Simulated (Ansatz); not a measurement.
**ZrB2: stress in a strained cell**

ZrB2 is deformed so: equal xx and yy strain of -2 %. What stress and forces result, by LAPW, PAW and all-electron datasets made for the crystal?

Program: Ansatz 0.2.0. Level of theory: DFT LDA, scalar-relativistic. These are calculated values, not measurements.

### Step 1. The structure to begin with

Symmetry: P6/mmm, No. 191, hexagonal system. The conventional cell has a = 3.165 Å, b = 3.165 Å, c = 3.520 Å, α = 90.00°, β = 90.00°, γ = 120.00°. Zr (site symmetry 6/mmm) is surrounded by 12 B at 2.54 Å. B (site symmetry -6m2) has 3 B at 1.83 Å and 6 Zr at 2.54 Å as nearest neighbours.

Coordinates:

```
CELL_PARAMETERS angstrom
3.16500 0.00000 0.00000
-1.58250 2.74097 0.00000
0.00000 0.00000 3.52000
ATOMIC_POSITIONS crystal
Zr 0.00000 0.00000 0.00000
B 0.33333 0.66667 0.50000
B 0.66667 0.33333 0.50000
```

Atoms are numbered in the order of the input: Zr1, B2, B3.

### Step 2. The deformed structure

Space group P6/mmm before, P6/mmm after.

### Step 3. Full-potential LAPW

input.yaml reads:

```yaml
crystal:
  lattice:
    - [3.101699829, 0.0, 0.0]
    - [-1.5508499145, 2.6861508469, 0.0]
    - [0.0, 0.0, 3.52]
  atoms:
    - { symbol: Zr, position: [0.0, 0.0, 0.0] }
    - { symbol: B, position: [0.3333333333, 0.6666666667, 0.5] }
    - { symbol: B, position: [0.6666666667, 0.3333333333, 0.5] }
kpoints:
  mp_grid: { grid: [12, 12, 9] }
  band_path:
    path:
      - [0.0, 0.0, 0.0]
      - [0.5, 0.0, 0.0]
      - [0.3333333333, 0.3333333333, 0.0]
      - [0.0, 0.0, 0.0]
      - [0.0, 0.0, 0.5]
      - [0.5, 0.0, 0.5]
      - [0.3333333333, 0.3333333333, 0.5]
      - [0.0, 0.0, 0.5]
      - [0.5, 0.0, 0.5]
    npoints: 5
scf:
  occupations: { method: fermi_dirac, width: 0.05 }
hamiltonian:
  xc: lda
  pseudopotentials: { kind: all_electron, lapw: { basis_error: 0.001 } }
output:
  forces: true
  stress: true
  eigenvalues: true
```

Started as:

```bash
> ansatz run input.yaml --threads 1 --pin off --max-ram 6144MiB --backend cpu --events-out ev --progress --plain --runs-dir out
```

### Step 4. PAW with frozen cores

input.yaml reads:

```yaml
crystal:
  lattice:
    - [3.101699829, 0.0, 0.0]
    - [-1.5508499145, 2.6861508469, 0.0]
    - [0.0, 0.0, 3.52]
  atoms:
    - { symbol: Zr, position: [0.0, 0.0, 0.0] }
    - { symbol: B, position: [0.3333333333, 0.6666666667, 0.5] }
    - { symbol: B, position: [0.6666666667, 0.3333333333, 0.5] }
kpoints:
  mp_grid: { grid: [12, 12, 9] }
scf:
  occupations: { method: fermi_dirac, width: 0.05 }
hamiltonian:
  xc: lda
  pseudopotentials: { kind: paw }
output:
  forces: true
  stress: true
  eigenvalues: true
  efg: { contact_densities: true }
```

### Step 5. Datasets made for this crystal

input.yaml: that of step 4 with these lines changed.

```diff
@@ -15,3 +15,3 @@
   xc: lda
-  pseudopotentials: { kind: paw }
+  pseudopotentials: { kind: all_electron, datasets: crystal }
 output:
```

(Steps that only read results are left out.)

**Question.** What will these runs give? Wanted: pressure; largest shear or deviatoric stress.

The runs gave:

| quantity | value |
| --- | --- |
| pressure | LAPW 3.20, PAW 3.20, crystal datasets 3.20 GPa |
| largest shear or deviatoric stress (LAPW) | 4.68 GPa |

In words: The largest part of the stress beyond the pressure is 4.68 GPa in size, in the zz component; the atoms are carried along and not relaxed. No run of the undeformed cell stands beside it, so the pressure holds what the given cell had before the change. PAW: stress within 0.05 GPa of LAPW. Crystal datasets: stress within 0.01 GPa of LAPW.
